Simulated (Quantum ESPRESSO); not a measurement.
# Ru (P6_3/mmc) in Quantum ESPRESSO: further runs, part 2 of 2

Quantum ESPRESSO 7.5.

**4. Single point, LDA**

This run uses another cell than the first one, of 13.13 Å³/atom, 0.962 times its volume.

The input, pw.in:

```
&CONTROL
  calculation = 'scf'
  prefix = 'pwscf'
  outdir = './tmp'
  pseudo_dir = './pseudo'
  tprnfor = .true.
  tstress = .true.
  disk_io = 'nowf'
/
&SYSTEM
  ibrav = 0
  nat = 2
  ntyp = 1
  ecutwfc = 45
  ecutrho = 360
  nbnd = 24
  occupations = 'smearing'
  smearing = 'mp'
  degauss = 0.00734986
/
&ELECTRONS
  conv_thr = 4d-10
  electron_maxstep = 120
  mixing_beta = 0.5
/
ATOMIC_SPECIES
Ru   101.0700 ru_lda_v1.2.uspp.F.UPF
CELL_PARAMETERS angstrom
   2.6870580000    0.0000000000    0.0000000000
  -1.3435290000    2.3270604894    0.0000000000
   0.0000000000    0.0000000000    4.2003900000
ATOMIC_POSITIONS crystal
Ru     0.3333333333    0.6666666667    0.2500000000
Ru     0.6666666667    0.3333333333    0.7500000000
K_POINTS automatic
18 18 11 0 0 0
```

Potentials or basis: GBRV 1.5 LDA.

Launch:

```
$ OMP_NUM_THREADS=1 pw.x -in pw.in > pw.out
```

pw.out:

```text
This program is part of the open-source Quantum ESPRESSO suite
     for quantum simulation of materials; please cite
[... 9 lines left out ...]
     --------------------
     sticks:   dense  smooth     PW     G-vecs:    dense   smooth      PW
     Sum         649     313    109                20483     7269    1339

     Using Slab Decomposition

     bravais-lattice index     =            0
     lattice parameter (alat)  =       5.0778  a.u.
     unit-cell volume          =     177.2438 (a.u.)^3
     number of atoms/cell      =            2
     number of atomic types    =            1
     number of electrons       =        32.00
     number of Kohn-Sham states=           24
     kinetic-energy cutoff     =      45.0000  Ry
     charge density cutoff     =     360.0000  Ry
     scf convergence threshold =      4.0E-10
     mixing beta               =       0.5000
     number of iterations used =            8  plain     mixing
     Exchange-correlation= SLA  PZ   NOGX NOGC
                           (   1   1   0   0   0   0   0)

     celldm(1)=   5.077804  celldm(2)=   0.000000  celldm(3)=   0.000000
     celldm(4)=   0.000000  celldm(5)=   0.000000  celldm(6)=   0.000000

     crystal axes: (cart. coord. in units of alat)
               a(1) = (   1.000000   0.000000   0.000000 )
               a(2) = (  -0.500000   0.866025   0.000000 )
               a(3) = (   0.000000   0.000000   1.563193 )

     reciprocal axes: (cart. coord. in units 2 pi/alat)
               b(1) = (  1.000000  0.577350 -0.000000 )
               b(2) = (  0.000000  1.154701  0.000000 )
               b(3) = (  0.000000 -0.000000  0.639716 )

     PseudoPot. # 1 for Ru read from file:
     ru_lda_v1.2.uspp.F.UPF
     Pseudo is Ultrasoft + core correction, Zval = 16.0
     Generated by new atomic code, or converted to UPF format
     Using radial grid of  967 points,  6 beta functions with:
                l(1) =   0
                l(2) =   0
                l(3) =   1
                l(4) =   1
                l(5) =   2
                l(6) =   2
     Q(r) pseudized with  8 coefficients,  rinner =    1.300   1.300   1.300
                                                       1.300   1.300

     atomic species   valence    mass     pseudopotential
     Ru               16.00   101.07000     Ru( 1.00)

     24 Sym. Ops., with inversion, found (12 have fractional translation)

   Cartesian axes

     site n.     atom                  positions (alat units)
         1        Ru     tau(   1) = (  -0.0000000   0.5773503   0.3907982  )
         2        Ru     tau(   2) = (   0.5000000   0.2886751   1.1723947  )

     number of k points=   222  Methfessel-Paxton smearing, width (Ry)=  0.0073

     Number of k-points >= 100: set verbosity='high' to print them.

     Dense  grid:    20483 G-vectors     FFT dimensions: (  32,  32,  48)

     Smooth grid:     7269 G-vectors     FFT dimensions: (  24,  24,  36)

     Check: negative core charge=   -0.000001

     Initial potential from superposition of free atoms

     starting charge      30.0000, renormalised to      32.0000

     negative rho (up, down):  1.436E-01 0.000E+00
     Starting wfcs are   26 randomized atomic wfcs

     Self-consistent Calculation

     iteration #  1     ecut=    45.00 Ry     beta= 0.50
     Davidson diagonalization with overlap
     ethr =  1.00E-02,  avg # of iterations =  5.1

     negative rho (up, down):  1.410E-01 0.000E+00

     total energy              =    -388.31348900 Ry
     estimated scf accuracy    <       2.38771571 Ry

     iteration #  2     ecut=    45.00 Ry     beta= 0.50
     Davidson diagonalization with overlap
     ethr =  7.46E-03,  avg # of iterations =  2.0

     negative rho (up, down):  1.416E-01 0.000E+00

     total energy              =    -388.87454606 Ry
     estimated scf accuracy    <       0.02163624 Ry

     iteration #  3     ecut=    45.00 Ry     beta= 0.50
     Davidson diagonalization with overlap
     ethr =  6.76E-05,  avg # of iterations =  4.0

     negative rho (up, down):  1.407E-01 0.000E+00

     total energy              =    -388.87906257 Ry
     estimated scf accuracy    <       0.00045004 Ry

     iteration #  4     ecut=    45.00 Ry     beta= 0.50
     Davidson diagonalization with overlap
     ethr =  1.41E-06,  avg # of iterations =  4.6

     negative rho (up, down):  1.405E-01 0.000E+00

     total energy              =    -388.87913267 Ry
     estimated scf accuracy    <       0.00003287 Ry

     iteration #  5     ecut=    45.00 Ry     beta= 0.50
     Davidson diagonalization with overlap
     ethr =  1.03E-07,  avg # of iterations =  2.3

     negative rho (up, down):  1.403E-01 0.000E+00

     total energy              =    -388.87914262 Ry
     estimated scf accuracy    <       0.00000175 Ry

     iteration #  6     ecut=    45.00 Ry     beta= 0.50
     Davidson diagonalization with overlap
     ethr =  5.46E-09,  avg # of iterations =  2.2

     negative rho (up, down):  1.402E-01 0.000E+00

     total energy              =    -388.87914294 Ry
     estimated scf accuracy    <       0.00000004 Ry

     iteration #  7     ecut=    45.00 Ry     beta= 0.50
     Davidson diagonalization with overlap
     ethr =  1.14E-10,  avg # of iterations =  3.0

     negative rho (up, down):  1.402E-01 0.000E+00

     total energy              =    -388.87914295 Ry
     estimated scf accuracy    <          1.5E-09 Ry

     iteration #  8     ecut=    45.00 Ry     beta= 0.50
     Davidson diagonalization with overlap
     ethr =  4.75E-12,  avg # of iterations =  2.4

     negative rho (up, down):  1.402E-01 0.000E+00

     total energy              =    -388.87914295 Ry
     estimated scf accuracy    <          5.9E-10 Ry

     iteration #  9     ecut=    45.00 Ry     beta= 0.50
     Davidson diagonalization with overlap
     ethr =  1.84E-12,  avg # of iterations =  2.0

     negative rho (up, down):  1.402E-01 0.000E+00

     End of self-consistent calculation

     Number of k-points >= 100: set verbosity='high' to print the bands.

     the Fermi energy is    24.4210 ev

!    total energy              =    -388.87914295 Ry
     estimated scf accuracy    <          9.5E-12 Ry
     smearing contrib. (-TS)   =       0.00005076 Ry
     internal energy E=F+TS    =    -388.87919370 Ry

     The total energy is F=E-TS. E is the sum of the following terms:
     one-electron contribution =     -60.38183147 Ry
     hartree contribution      =      54.71936454 Ry
     xc contribution           =     -51.63306550 Ry
     ewald contribution        =    -331.58366127 Ry

     convergence has been achieved in   9 iterations

     negative rho (up, down):  1.402E-01 0.000E+00

     Forces acting on atoms (cartesian axes, Ry/au):

     atom    1 type  1   force =     0.00000000   -0.00000000    0.00000000
     atom    2 type  1   force =     0.00000000    0.00000000    0.00000000

     Total force =     0.000000     Total SCF correction =     0.000000

     Computing stress (Cartesian axis) and pressure

     negative rho (up, down):  1.402E-01 0.000E+00
          total   stress  (Ry/bohr**3)                   (kbar)     P=      -12.49
  -0.00018163  -0.00000000  -0.00000000          -26.72       -0.00       -0.00
  -0.00000000  -0.00018163   0.00000000           -0.00      -26.72        0.00
  -0.00000000   0.00000000   0.00010854           -0.00        0.00       15.97

=------------------------------------------------------------------------------=
   JOB DONE.
=------------------------------------------------------------------------------=
```

Wall time 37 s (1 thread of Intel Xeon 6975P-C (Granite Rapids), shared host); peak memory 0.18 GiB.

What came out:

* Free energy: -5290.9703 eV
* Pressure: -1.2 GPa
* Band gap on the k mesh: none (metal or under the smearing width)

Levels at points of the mesh, in eV from the Fermi level:
```
            k point  band 13  band 14  band 15  band 16  band 17  band 18  band 19  band 20
 (0.00, 0.00, 0.00)    -2.42    -1.99    -1.99    -1.55    -1.55     1.27     1.27     1.47
(0.00, -0.50, 0.00)    -2.08    -1.90    -1.51     1.47     1.94     2.13     4.24     6.32
```

**5. Overview**

| level | potentials or basis | cell | form of the LDA correlation | gap on the mesh (eV) | pressure (GPa) |
| --- | --- | --- | --- | --- | --- |
| PBE | GBRV 1.5 PBE | P6_3/mmc, 13.65 Å³/atom | - | none | 2.2 |
| PBEsol | GBRV 1.5 PBEsol | P6_3/mmc, 13.37 Å³/atom | - | none | -1.7 |
| LDA | GBRV 1.5 LDA | P6_3/mmc, 13.13 Å³/atom | PZ81 | none | -1.2 |

Alike in all rows: task single point; no spin polarisation; k mesh 18 × 18 × 11; cutoff (eV) 612; smearing methfessel-paxton 0.1 eV.

Total energies depend on the potentials used, so only differences within one code and one set of settings carry meaning.
